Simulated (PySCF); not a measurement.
# RuNBr: relaxation and vibrations of the singlet

Aim: relax RuNBr as a singlet from a hand-made bent geometry, check by its vibrations whether the end is a minimum, and collect its spectrum and constants.

Program: PySCF 2.14.0. Level of theory: PBE0, basis Ru def2-SVP with ECP28, N def2-SVP, Br def2-SVP, scalar-relativistic core potentials, no spin–orbit coupling, density fitting. These are calculated values, not measurements.

## 1. Starting geometry

3 atoms, charge 0, spin multiplicity 1.

Bond lengths: Ru1–N2 1.740 Å, Ru1–Br3 2.390 Å. Angles: N2–Ru1–Br3 110.0°.

```xyz
3
charge 0 multiplicity 1
Ru   -0.6906    0.0000   -0.6270
N    -2.1159    0.0000    0.3710
Br    1.2672    0.0000    0.7438
```

## 2. Relaxation: bent start, singlet

The steps below are one call of a driver around PySCF. For each, scf.py gives the equivalent set-up of the SCF; relaxations use the driver's own optimiser. Before each start the driver seeks the lowest SCF state from one or more starting densities and follows internal instabilities, so scf.py alone need not reach the same state.

The program finds Cs symmetry in the start, which this walk keeps. Threshold on the gradient: 0.0003 Eh/bohr, with a further test on the energy change.

Input file scf.py:

```python
from pyscf import gto, scf, dft
mol = gto.M(atom='''
Ru    -0.690605     0.000000    -0.627003
N     -2.115905     0.000000     0.370997
Br     1.267195     0.000000     0.743797''',
    basis={'Ru': 'def2-SVP', 'N': 'def2-SVP', 'Br': 'def2-SVP'},
    ecp={'Ru': 'def2-SVP'},
    charge=0, spin=0)
mf = dft.RKS(mol, xc='PBE0')
mf.grids.atom_grid = (50, 194)
aux = {'Ru': 'def2-universal-JKFIT', 'N': 'def2-universal-JKFIT', 'Br': 'def2-universal-JKFIT'}
mf = mf.density_fit(auxbasis=aux)
mf.kernel()
```

Further steps of the session: Hessian and properties.

Q: Predict the outcome of this session. Wanted: minimum; geometry; wavenumbers; dipole moment; highest occupied, lowest empty level; polar-tensor charge of Ru1; zero-point energy; atomisation energy.

**Answer**, as computed:

```
                                 quantity                                        value
                                  minimum                                  singlet, Cs
                                 geometry  Ru–Br 2.423 Å, Ru–N 1.542 Å; Br–Ru–N 135.7°
                       wavenumbers (cm⁻¹)                102 (a'), 275 (a'), 1291 (a')
                            dipole moment                                       3.05 D
     highest occupied, lowest empty level                              -7.05, -3.64 eV
               polar-tensor charge of Ru1                                      +1.18 e
                        zero-point energy                                  10.0 kJ/mol
                      entropy at 298.15 K                              302.7 J/(mol K)
atomisation energy (no zero-point energy)                                   779 kJ/mol
```

What this shows: The bent start keeps its Cs symmetry and ends in a minimum. The strongest infrared band lies at 1291 cm⁻¹ (a', stretch). Other starts or spin states, not run here, may lie lower.
